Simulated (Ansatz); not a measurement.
What does this script print? It uses Ansatz's Python interface.

The script, `scf.py`:
```python
from pathlib import Path
import warnings

import ansatz
import numpy as np


def main() -> None:
    warnings.simplefilter("ignore", ansatz.DeckWarning)

    xtal = (
        ansatz.Lattice.fcc(11.8013)
        .space_group(225)
        .atom("Cs", (0.5, 0.0, 0.0))
        .atom("Rb", (0.25, 0.25, 0.75))
        .atom("Al", (0.0, 0.0, 0.0))
        .atom("Br", (0.214, 0.0, 0.0))
        .primitive()
    )

    base = (
        xtal.calculation()
        .pseudopotentials("paw")
        .basis(470)
        .functional(ansatz.Functional.PBESOL)
        .occupations("Fixed")
        .kpoints(mesh=(3, 3, 3))
        .forces()
        .density()
        .potential()
        .electron_localization_function()
        .output_files(volumetric_format="npy")
        .stress()
    )
    out = base.run()
    report = out.report

    print(f"free energy      {report['free_energy_ev']:.5f} eV")
    print(f"per atom         {report['free_energy_ev'] / len(out.lattice.sites):.5f} eV")
    print(f"SCF iterations   {report['n_iterations']}  (converged: {report['converged']})")

    if out.unlabelled_reasons:
        print("not a label:", out.unlabelled_reasons)
    else:
        print(out.training_frame().splitlines()[0], "atoms in the frame")

    folder = Path(out.write_results("fields"))
    for name in sorted(p.name for p in folder.glob("*.npy")):
        field = np.load(folder / name)
        print(f"{name:16s} {str(field.shape):16s} min {field.min():10.4f}  mean {field.mean():10.4f}  max {field.max():10.4f}")

    print(base.to_yaml())

    stress = np.array(report["stress_gpa"])
    print(f"pressure {np.trace(stress) / 3:.3f} GPa")
    print(np.round(stress, 3) + 0.0)


if __name__ == "__main__":
    main()
```

`python scf.py` gives:
```text
free energy      -28977.60825 eV
per atom         -2897.76083 eV
SCF iterations   6  (converged: True)
10 atoms in the frame
elf.npy          (60, 60, 60)     min     0.0000  mean     0.3142  max     0.9036
rho.npy          (60, 60, 60)     min    -0.0659  mean     0.1752  max     2.1426
v_es.npy         (60, 60, 60)     min  -171.8537  mean     1.5254  max     7.6153
v_tot.npy        (60, 60, 60)     min  -195.9803  mean    -5.8565  max     4.8545
crystal:
  lattice:
    bravais: fcc
    a: 11.8013
  space_group: 225
  atoms:
    - { symbol: Cs, position: [0.5, 0.0, 0.0] }
    - { symbol: Rb, position: [0.25, 0.25, 0.75] }
    - { symbol: Al, position: [0.0, 0.0, 0.0] }
    - { symbol: Br, position: [0.214, 0.0, 0.0] }
  reduce_to_primitive: true
basis:
  ecutwfc: 470.0
kpoints:
  mp_grid:
    grid: [3, 3, 3]
hamiltonian:
  xc: pbesol
  pseudopotentials:
    kind: paw
scf:
  occupations:
    method: fixed
output:
  write_density: true
  write_potential: true
  volumetric_format: npy
  elf: true
  forces: true
  stress: true

pressure -0.953 GPa
[[-0.953  0.     0.   ]
 [ 0.    -0.953  0.   ]
 [ 0.     0.    -0.953]]
```

What to keep in mind:
- Total energies depend on the potentials; only differences at equal settings carry meaning.
- Pressure is positive in compression.
- Grid values close to the nuclei reflect the PAW or pseudopotential construction, not the all-electron fields.
- The structure comes from a database of computed cells and needn't be a stable or known phase.
- Cost: roughly 11 core-seconds.

(Lines on the test bed's own set-up are left out of the output.)
